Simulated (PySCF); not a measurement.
# C6H6B: the cost of one run

Programs: PySCF 2.14.0, with routines of our own; each step states its level. All values are computed. Atoms count from 0.

## 1. The starting structure

13 atoms, charge 0, multiplicity 2; geometry from: GFN2-xTB.

## 2. Open-shell or spin-flip excitations: unrestricted TDDFT CAM-B3LYP/def2-SVPD

The job: settings as JSON, then the geometry in Å.

```
{"job": {"kind": "uabs", "xc": "CAM-B3LYP", "basis": "def2-SVPD", "nstates": 10, "tda": false}, "charge": 0, "multiplicity": 2}
B      2.173252    -0.171835     0.153216
C      0.637212    -0.050507     0.044006
C      0.016446     1.198685    -0.084248
C     -1.365886     1.316993    -0.184103
C     -2.098519     0.165911    -0.152274
C     -1.566817    -1.084963    -0.028107
C     -0.182984    -1.185775     0.070078
H      2.839703     0.788795     0.131907
H      2.671705    -1.224487     0.257415
H      0.619765     2.095461    -0.107221
H     -1.827503     2.288631    -0.281472
H     -2.184162    -1.970899    -0.005289
H      0.263399    -2.165524     0.168365
```

Method: unrestricted TDDFT CAM-B3LYP/def2-SVPD, vertical, gas phase, core orbitals frozen in the response.

The run is started by

```
$ OMP_NUM_THREADS=1 python excited_run.py task.json out
```

This one command runs all jobs of the session in turn.

**Question.** How long does this first job take on 1 thread of Arm Neoverse V1, shared host, and how much memory does it need?

About 76 s, with a peak of 0.72 GiB.
